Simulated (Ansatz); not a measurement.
# ClH₆N₃Sn: a ladder of functionals and wavefunction methods

One table from this session's results is given with a row withheld; the runs are named, their logs left out.

Program: Ansatz 0.2.0, Gaussian basis. Level of theory: functionals in def2-TZVPP, the program's frozen cores in correlated methods. These are calculated values, not measurements.

The runs, in order: LDA (SPW92), PBE-D4, revPBE-D4, BLYP-D4, r2SCAN-D4, B97M-V, PBE0-D4, B3LYP-D4, r2SCANh-D4, r2SCAN0-D4, HSE06-D4, BHLYP-D4, CAM-B3LYP-D4, LC-ωPBE, ωB97X-V, ωB97M-V, B2PLYP, PBE-QIDH; CCSD(T)/def2-SVP; CCSD(T)/def2-TZVPP; MP2/def2-QZVPP; extrapolation to the limit; RPA on PBE.

### Structure used throughout

The geometry comes from an earlier relaxation with PBE0-D4 in a triple-zeta def2 set; it is a stationary point, not always the lowest conformer. Sn takes the def2 core potential; no spin-orbit term is included.

SMILES `[NH2][Sn]([NH2])([NH2])[Cl]`, 11 atoms, charge 0, spin multiplicity 1.

Atoms are counted from 1 here; the program's logs count them from 0.

Bond lengths: N1–Sn2 2.006 Å, N1–H6 1.013 Å, N1–H7 1.012 Å, Sn2–N3 2.006 Å, Sn2–N4 2.006 Å, Sn2–Cl5 2.354 Å, N3–H8 1.013 Å, N3–H9 1.012 Å, N4–H10 1.013 Å, N4–H11 1.012 Å. Angles: Sn2–N1–H6 112.0°, Sn2–N1–H7 113.7°, H6–N1–H7 108.2°, N1–Sn2–N3 109.2°, N1–Sn2–N4 109.2°, N1–Sn2–Cl5 109.8°, N3–Sn2–N4 109.2°, N3–Sn2–Cl5 109.8°, N4–Sn2–Cl5 109.8°, Sn2–N3–H8 112.0°, Sn2–N3–H9 113.6°, H8–N3–H9 108.2°, Sn2–N4–H10 112.0°, Sn2–N4–H11 113.7°, H10–N4–H11 108.2°.

Set-up of the first run:

Contents of in.yaml:

```yaml
crystal:
  periodic: [false, false, false]
  atoms:
    - {symbol: N, position_ang: [-1.644604, 0.994811, -0.146747]}
    - {symbol: Sn, position_ang: [0.175242, 0.173230, 0.041677]}
    - {symbol: N, position_ang: [0.162447, -1.108383, 1.584351]}
    - {symbol: N, position_ang: [0.625098, -0.823905, -1.639307]}
    - {symbol: Cl, position_ang: [1.774865, 1.858954, 0.419726]}
    - {symbol: H, position_ang: [-1.955359, 1.012535, -1.110235]}
    - {symbol: H, position_ang: [-1.705933, 1.934683, 0.223038]}
    - {symbol: H, position_ang: [-0.642540, -0.973509, 2.183524]}
    - {symbol: H, position_ang: [0.994933, -1.061691, 2.157634]}
    - {symbol: H, position_ang: [1.018427, -1.736586, -1.445628]}
    - {symbol: H, position_ang: [1.262923, -0.327040, -2.247734]}
basis:
  gaussian: {orbitals: def2-TZVPP}
hamiltonian: {xc: lda}
output: {orbitals: {seedname: orbitals}}
```

The run is started by

```bash
ansatz run in.yaml --threads 8 --pin off --events-out ev --progress --plain --max-ram 18278MiB
```

Among the steps run: LDA; PBE-D4 (GGA); revPBE-D4 (GGA); BLYP-D4 (GGA); r2SCAN-D4 (meta-GGA); B97M-V (meta-GGA); PBE0-D4 (hybrid); B3LYP-D4 (hybrid); r2SCANh-D4 (hybrid); r2SCAN0-D4 (hybrid); HSE06-D4 (hybrid); BHLYP-D4 (hybrid); CAM-B3LYP-D4 (range-separated); LC-ωPBE (range-separated); ωB97X-V (range-separated); ωB97M-V (range-separated); B2PLYP (double hybrid); PBE-QIDH (double hybrid).

One table of the session follows, with a row left open; its other results are not shown here.

It belongs to the step «Orbital energies across the functionals». 

```
  functional  HOMO (eV)  gap (eV)
 LDA (SPW92)      -6.46      4.39
      PBE-D4      -6.29      4.49
   revPBE-D4          ?         ?
     BLYP-D4      -6.17      4.38
   r2SCAN-D4      -6.62      5.10
      B97M-V      -6.70      5.13
     PBE0-D4      -7.73      6.85
    B3LYP-D4      -7.47      6.26
  r2SCANh-D4      -7.15      5.97
  r2SCAN0-D4      -7.96      7.27
    HSE06-D4      -7.32      6.08
    BHLYP-D4      -9.06      9.07
CAM-B3LYP-D4      -9.14      9.20
     LC-ωPBE     -10.54     11.93
     ωB97X-V     -10.17     11.36
     ωB97M-V     -10.06     11.01
```

Q: Estimate the row for revPBE-D4 from the others.

**Answer.** HOMO (eV): -6.23; gap (eV): 4.53. In the column «HOMO (eV)» it lies between PBE-D4 (-6.29) and BLYP-D4 (-6.17).
